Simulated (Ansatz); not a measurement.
# AlF2HO: a ladder of functionals and wavefunction methods

The task here is to estimate one member of a computed series from the others.

Computed with Ansatz 0.2.0, Gaussian basis. Level: functionals in def2-TZVPP, the program's frozen cores in correlated methods.

Plan: LDA (SPW92), PBE-D4, revPBE-D4, BLYP-D4, r2SCAN-D4, B97M-V, PBE0-D4, B3LYP-D4, r2SCANh-D4, r2SCAN0-D4, HSE06-D4, BHLYP-D4, CAM-B3LYP-D4, LC-ωPBE, ωB97X-V, ωB97M-V, B2PLYP, PBE-QIDH; CCSD(T)/def2-SVP; CCSD(T)/def2-TZVPP; MP2/def2-QZVPP; extrapolation to the limit; RPA on PBE.

## The relaxed structure

The geometry comes from an earlier relaxation with PBE0-D4 in a triple-zeta def2 set; it is a stationary point.

SMILES `[OH][Al]([F])[F]`, 5 atoms, charge 0, spin multiplicity 1.

Atoms are counted from 1 here; the program's logs count them from 0.

Bond lengths: O1–Al2 1.674 Å, O1–H5 0.955 Å, Al2–F3 1.633 Å, Al2–F4 1.638 Å. Angles: Al2–O1–H5 123.7°, O1–Al2–F3 119.0°, O1–Al2–F4 122.4°, F3–Al2–F4 118.6°.

Coordinates:

```mol
AlF2HO
  3D, bonds by distance, orders not assigned

  5  4  0  0  0  0  0  0  0  0999 V2000
    0.0045    1.2270    0.0024 O   0  0
    0.1857   -0.4352    0.0921 Al  0  0
    1.4874   -1.0506    0.8626 F   0  0
   -0.8979   -1.4718   -0.5667 F   0  0
   -0.7299    1.6571   -0.4318 H   0  0
  1  2  8  0
  2  3  8  0
  2  4  8  0
  1  5  8  0
M  END
```

The first run:

File in.yaml:

```yaml
crystal:
  periodic: [false, false, false]
  atoms:
    - {symbol: O, position_ang: [0.004546, 1.227001, 0.002435]}
    - {symbol: Al, position_ang: [0.185689, -0.435246, 0.092061]}
    - {symbol: F, position_ang: [1.487426, -1.050604, 0.862617]}
    - {symbol: F, position_ang: [-0.897938, -1.471808, -0.566696]}
    - {symbol: H, position_ang: [-0.729923, 1.657057, -0.431816]}
basis:
  gaussian: {orbitals: def2-TZVPP}
hamiltonian: {xc: lda}
output: {orbitals: {seedname: orbitals}}
```

Steps of the session up to this table: LDA; PBE-D4 (GGA); revPBE-D4 (GGA); BLYP-D4 (GGA); r2SCAN-D4 (meta-GGA); B97M-V (meta-GGA); PBE0-D4 (hybrid); B3LYP-D4 (hybrid); r2SCANh-D4 (hybrid); r2SCAN0-D4 (hybrid); HSE06-D4 (hybrid); BHLYP-D4 (hybrid); CAM-B3LYP-D4 (range-separated); LC-ωPBE-D4 (range-separated; the results give it without D4); ωB97X-V (range-separated); ωB97M-V (range-separated); B2PLYP (double hybrid); PBE-QIDH (double hybrid).

One table of the session follows, with a row left open; its other results are not shown here.

It belongs to the step «Orbital energies across the functionals». 

| functional | HOMO (eV) | gap (eV) |
| --- | --- | --- |
| LDA (SPW92) | -8.45 | 6.20 |
| PBE-D4 | -8.20 | 6.23 |
| revPBE-D4 | -8.11 | 6.29 |
| BLYP-D4 | -8.11 | 6.12 |
| r2SCAN-D4 | -8.59 | 7.15 |
| B97M-V | -8.62 | 6.81 |
| PBE0-D4 | -9.95 | 8.85 |
| B3LYP-D4 | -9.67 | 8.20 |
| r2SCANh-D4 | -9.24 | 8.08 |
| r2SCAN0-D4 | -10.23 | 9.46 |
| HSE06-D4 | -9.53 | 8.07 |
| BHLYP-D4 | -11.64 | 11.21 |
| CAM-B3LYP-D4 | -11.51 | 11.21 |
| LC-ωPBE | ? | ? |
| ωB97X-V | -12.52 | 13.41 |
| ωB97M-V | -12.45 | 12.97 |

**Question.** Estimate the row for LC-ωPBE.

**Answer.** HOMO (eV): -12.92; gap (eV): 14.03. In the column «HOMO (eV)» it is the lowest.
